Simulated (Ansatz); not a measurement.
# GeF (quartet): wave-function methods side by side, cc-pVTZ

An exercise on one series of results from a longer session: the logs are not shown, and one member is left open.

The runs use Ansatz 0.2.0, Gaussian basis; cc-pVTZ, core rule «outside noble gas», up to 15 orbitals frozen.

Plan: UHF; CCSD(T) on ROHF; CCSD(T) on UHF; BCCD(T) on ROHF; CISD; CCSDT(Q) on ROHF; CCSDT(Q) on UHF; CASSCF and MRCISD+Q, 11 electrons in 8 orbitals; CASSCF and NEVPT2, 11 electrons in 8 orbitals.

10 further runs of the same task are left out: 6 for a known fault of the program, 4 set aside as unsound or not needed.

## The system

The geometry is a PBE0/def2-TZVP stationary point (not a proven minimum) of the parent state, kept for this charge and spin. No spin-orbit coupling is included. The filled d shell of Ge may be among the frozen orbitals whatever the setting's name suggests; the logs give the count.

2 atoms, charge 0, spin multiplicity 4.

Atoms are counted from 1 here; the program's logs count them from 0.

Bond lengths: Ge1–F2 1.756 Å.

Set-up of the first run:

Contents of in.yaml:

```yaml
crystal:
  periodic: [false, false, false]
  atoms:
    - {symbol: Ge, position_ang: [0.000000, 0.000000, 0.000000]}
    - {symbol: F, position_ang: [0.000000, 0.000000, 1.755700]}
basis:
  gaussian: {orbitals: cc-pVTZ}
magnetization: {spin_polarized: true, initial_magnetization: 3}
hamiltonian: {xc: hf}
output: {orbitals: {seedname: orbitals}}
```

The run is started by

```console
> ansatz run in.yaml --threads 1 --pin off --events-out ev --progress --plain --max-ram 4096MiB --backend cpu
```

Among the steps run: UHF; CCSD(T) on ROHF; CCSD(T) on UHF; BCCD(T) on ROHF; CISD; CCSDT(Q) on ROHF; CCSDT(Q) on UHF; CASSCF and MRCISD+Q, 11 electrons in 8 orbitals; CASSCF and NEVPT2, 11 electrons in 8 orbitals.

One table of the session follows, with a row left open; its other results are not shown here.

```
          method  from RCCSDT(Q) (kJ/mol)
            ROHF                   +829.1
             UHF                        ?
            RMP2                    +39.7
            UMP2                    +36.6
           RCCSD                    +28.2
           UCCSD                    +25.0
        RCCSD(T)                     +1.8
        UCCSD(T)                     -1.1
         BCCD(T)                     +1.7
          RCCSDT                     +0.7
          UCCSDT                     -2.2
       RCCSDT(Q)                        0
       UCCSDT(Q)                     -3.4
  CASSCF valence                   +756.7
  NEVPT2 valence                   +101.3
  MRCISD valence                    +54.2
MRCISD+Q valence                    +13.6
```

Q: Estimate the row for UHF from the others.

**Answer.** from RCCSDT(Q) (kJ/mol): +821.9. In the column «from RCCSDT(Q) (kJ/mol)» it lies between CASSCF valence (+756.7) and ROHF (+829.1).

Caveats from the session: Restricted and unrestricted rows rest on different reference determinants; where their highest levels disagree by more than a few hundredths of an eV, they describe different states and don't form one ladder.
